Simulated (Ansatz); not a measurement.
**CH4Ge (singlet): the correlation ladder, cc-pVDZ**

One table from this session's results is given with a row withheld; the runs are named, their logs left out.

Program: Ansatz 0.2.0, Gaussian basis. Level of theory: cc-pVDZ, core rule «outside noble gas», up to 15 orbitals frozen. These are calculated values, not measurements.

To be run: UHF; CCSD(T) on RHF; CCSD(T) on UHF; BCCD(T) on RHF; CISD; CCSDT(Q) on RHF; CCSDT(Q) on UHF; CASSCF and MRCISD+Q, 8 electrons in 8 orbitals; CASSCF and MRCISD+Q(relaxed), 8 electrons in 8 orbitals; CASSCF and NEVPT2, 8 electrons in 8 orbitals.

16 further runs of the same task are left out: 5 that didn't finish, 11 set aside as unsound or not needed.

### The geometry

The geometry is a PBE0/def2-TZVP stationary point (not a proven minimum) of the parent state, kept for this charge and spin. No spin-orbit coupling is included. The filled d shell of Ge may be among the frozen orbitals whatever the setting's name suggests; the logs give the count.

6 atoms, charge 0, spin multiplicity 1.

Atoms are counted from 1 here; the program's logs count them from 0.

Bond lengths: Ge1–C2 1.900 Å, Ge1–H3 1.541 Å, Ge1–H4 1.538 Å, Ge1–H5 1.538 Å, C2–H6 1.082 Å. Angles: C2–Ge1–H3 109.8°, C2–Ge1–H4 109.6°, C2–Ge1–H5 109.6°, H3–Ge1–H4 109.4°, H3–Ge1–H5 109.4°, H4–Ge1–H5 109.0°, Ge1–C2–H6 147.0°.

The first run:

Contents of in.yaml:

```yaml
crystal:
  periodic: [false, false, false]
  atoms:
    - {symbol: Ge, position_ang: [0.000000, 0.010692, 0.271396]}
    - {symbol: C, position_ang: [0.000000, -0.110084, -1.624423]}
    - {symbol: H, position_ang: [0.000001, 1.490409, 0.700986]}
    - {symbol: H, position_ang: [1.251558, -0.684470, 0.832348]}
    - {symbol: H, position_ang: [-1.251558, -0.684469, 0.832348]}
    - {symbol: H, position_ang: [0.000000, 0.419749, -2.567788]}
basis:
  gaussian: {orbitals: cc-pVDZ}
magnetization: {spin_polarized: true, initial_magnetization: 0}
hamiltonian: {xc: hf}
output: {orbitals: {seedname: orbitals}}
```

On the command line:

```bash
$ ansatz run in.yaml --threads 1 --pin off --events-out ev --progress --plain --max-ram 2393MiB
```

Steps of the session up to this table: UHF; CCSD(T) on RHF; CCSD(T) on UHF; BCCD(T) on RHF; CISD; CCSDT(Q) on RHF; CCSDT(Q) on UHF; CASSCF and MRCISD+Q, 8 electrons in 8 orbitals; CASSCF and MRCISD+Q(relaxed), 8 electrons in 8 orbitals; CASSCF and NEVPT2, 8 electrons in 8 orbitals.

One table of the session follows, with a row left open; its other results are not shown here.

It belongs to the step «Misses and costs». 

```
         method  from RCCSDT(Q) (kJ/mol)
            RHF                   +684.0
            UHF                   +562.4
           RMP2                   +154.5
           UMP2                    +67.5
           CISD                    +90.0
          RCCSD                    +30.9
          UCCSD                    -63.8
       RCCSD(T)                    +11.9
       UCCSD(T)                        ?
        BCCD(T)                    +11.8
         RCCSDT                     +2.4
         UCCSDT                   -121.3
      RCCSDT(Q)                        0
      UCCSDT(Q)                   -126.7
CASSCF frontier                   +489.9
NEVPT2 frontier                   +134.7
```

Estimate the missing values for UCCSD(T).

**Answer.** from RCCSDT(Q) (kJ/mol): -90.7. In the column «from RCCSDT(Q) (kJ/mol)» it lies between UCCSDT (-121.3) and UCCSD (-63.8).

Not comparable, so not listed: CASSCF and MRCISD+Q, 8 electrons in 8 orbitals; CASSCF and MRCISD+Q(relaxed), 8 electrons in 8 orbitals (they don't share determinant, frozen orbitals or solution with the rows shown, or repeat one).

Caveats from the session: The determinant is far from a pure spin state, so its energy mixes those of several spin states (harmless only where they are near-degenerate, as at dissociation). The program flags UCCSD(T), UCCSDT(Q) as in doubt, so those rows may rest on another solution; read them beside their warnings. Warnings: restricted reference is unstable; spin contamination. Restricted and unrestricted rows rest on different reference determinants; where their highest levels disagree by more than a few hundredths of an eV, they describe different states and don't form one ladder. Warnings in the runs' records: passed over end.
